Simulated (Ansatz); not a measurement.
# CCo: the cost of one run

Program: Ansatz 0.2.0, Gaussian basis. Level of theory: def2-TZVPP, core rule «outside noble gas», up to 10 orbitals frozen. These are calculated values, not measurements.

To be run: UHF; ROHF; CCSD(T) on UHF.

## Step 1: What is computed

The geometry is a PBE0/def2-TZVP stationary point (not a proven minimum).

2 atoms, charge 0, spin multiplicity 4.

Atoms are counted from 1 here; the program's logs count them from 0.

Bond lengths: Co1–C2 1.609 Å.

As a file:

```xyz
2
CCo
Co    0.0000    0.0000    0.0000
C     0.0000    0.0000    1.6092
```

## Step 2: UHF

in.yaml reads:

```yaml
crystal:
  periodic: [false, false, false]
  atoms:
    - {symbol: Co, position_ang: [0.000000, 0.000000, 0.000000]}
    - {symbol: C, position_ang: [0.000000, 0.000000, 1.609200]}
basis:
  gaussian: {orbitals: def2-TZVPP}
magnetization: {spin_polarized: true, initial_magnetization: 3}
hamiltonian: {xc: hf}
output: {orbitals: {seedname: orbitals}}
```

On the command line:

```sh
> ansatz run in.yaml --threads 1 --pin off --events-out ev --progress --plain --max-ram 4096MiB --backend cpu
```

What time and memory should one allow on 1 thread of AMD EPYC 7R13, shared host?

About 44 s, with a peak of 0.27 GiB.
